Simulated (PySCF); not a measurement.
# A diatomic session: MgCd

One job finds the state of MgCd, follows it along the bond with each method and fits the curves.

Computed with PySCF 2.14.0. Level: Mg def2-SVP, Cd def2-SVP with ECP28, scalar-relativistic core potentials.

**1. Set-up**

Settings of the job:

```yaml
atoms: Mg, Cd
charge: 0
basis: Mg def2-SVP, Cd def2-SVP with ECP28
Hamiltonian: scalar-relativistic core potentials
basis_functions: 49
electrons_treated: 32
masses_in_u: 23.9850, 113.9034
levels: PBE0, PBE, r²SCAN, B97-3, BHandHLYP, MN15, CAM-B3LYP, HF, MP2, SCS-MP2, CCSD, CCSD(T)
grid: 80 radial by 434 angular points
occupations: held fixed by the projection of orbital angular momentum
dissociation_limit: Mg + Cd, each in its ground configuration
starting_distance_in_angstrom: 2.755
values_of_2S_to_try: 0, 2
```

On the command line:

```bash
> OMP_NUM_THREADS=1 python dia.py task.json out
```

Further steps of the session: The PBE0 curve of the state that the search chose; Other states along the same grid; PBE; r²SCAN (meta-GGA); B97-3 (global hybrid GGA); BHandHLYP; MN15 (hybrid meta-GGA); CAM-B3LYP (range-separated hybrid); RHF (mean field); MP2 and coupled cluster.

What does the calculation give? Wanted: for each run, Re; ωe; De; μ.

The runs gave:

Lowest PBE0 solution found, without spin–orbit coupling: ¹Σ⁺ (singlet), closed shell. The other levels ran on it alone.

| level | Re (Å) | ωe (cm⁻¹) | De (eV) | μ (D) |
| --- | --- | --- | --- | --- |
| RHF-MP2 | 3.942 | 36.2 | 0.052 | n/a |
| RHF-SCS-MP2 | 4.295 | 25.4 | 0.031 | n/a |
| PBE | 3.465 | 70.4 | 0.103 | -0.05 |
| r²SCAN | 3.410 | 74.6 | 0.094 | -0.09 |
| PBE0 | 3.578 | 61.1 | 0.078 | 0.00 |
| B97-3 | 3.874 | 39.4 | 0.029 | -0.06 |
| MN15 | 3.657 | 52.1 | 0.114 | -0.35 |
| BHandHLYP | 4.427 | 15.3 | 0.001 | -0.06 |
| CAM-B3LYP | 4.230 | 20.9 | 0.007 | -0.06 |

De is counted to Mg + Cd in their ground configurations. A positive dipole means Mg(−)Cd(+). No constants: RHF (no minimum is bracketed among the points kept); RHF-CCSD (no minimum is bracketed among the points kept); RHF-CCSD(T) (no minimum is bracketed among the points kept).

In words: The methods spread over 1.018 Å in bond length, from r²SCAN to BHandHLYP. Of the levels with a De here, BHandHLYP gives the least (0.001 eV) and MN15 the most (0.114 eV).

Correlated steps freeze 1 core orbital. The bond is weak, and basis-set superposition, which was not computed, may be a sizeable part of it. Spin–orbit coupling is left out.
